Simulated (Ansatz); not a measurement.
# TiB2: the cost of one run

Method: DFT PBE, scalar-relativistic, plane waves, PAW, in Ansatz 0.2.0.

### 1 Starting point

It takes space group P6/mmm (No. 191, hexagonal). Conventional cell: a = 3.029 Å, b = 3.029 Å, c = 3.228 Å, α = 90.00°, β = 90.00°, γ = 120.00°. Ti (site symmetry 6/mmm) is surrounded by 12 B at 2.38 Å. B (site symmetry -6m2) is surrounded by 3 B at 1.75 Å and 6 Ti at 2.38 Å.

As a file:

```xyz
3
Lattice="3.0292 0.0000 0.0000 -1.5146 2.6234 0.0000 0.0000 0.0000 3.2284" Properties=species:S:1:pos:R:3 pbc="T T T"
Ti    0.0000    0.0000    0.0000
B     0.0000    1.7489    1.6142
B     1.5146    0.8745    1.6142
```

The structure comes from the Crystallography Open Database.

### 2 Ground state at the listed geometry

Contents of input.yaml:

```yaml
crystal:
  lattice:
    - [3.0292, 0.0, 0.0]
    - [-1.5146, 2.6233641531, 0.0]
    - [0.0, 0.0, 3.2284]
  atoms:
    - { symbol: Ti, position: [0.0, 0.0, 0.0] }
    - { symbol: B, position: [0.3333333333, 0.6666666667, 0.5] }
    - { symbol: B, position: [0.6666666667, 0.3333333333, 0.5] }
basis:
  ecutwfc: 420
  fft_grid_basis: typed
kpoints:
  mp_grid: { grid: [12, 12, 10] }
hamiltonian:
  xc: pbe
  pseudopotentials: { kind: paw }
scf:
  occupations: { method: gaussian, width: 0.05 }
output:
  forces: true
  stress: true
  eigenvalues: true
  bader: true
  write_density: true
  volumetric_format: npy
  elf: true
```

Started as:

```
> ansatz run input.yaml --threads 1 --pin off --max-ram 2560MiB --backend cpu --events-out ev --progress --plain --runs-dir out
```

**Question.** How long does this run take on 1 thread of Arm Neoverse N1, shared host, and how much memory does it need?

About 32 s, with a peak of 0.32 GiB.
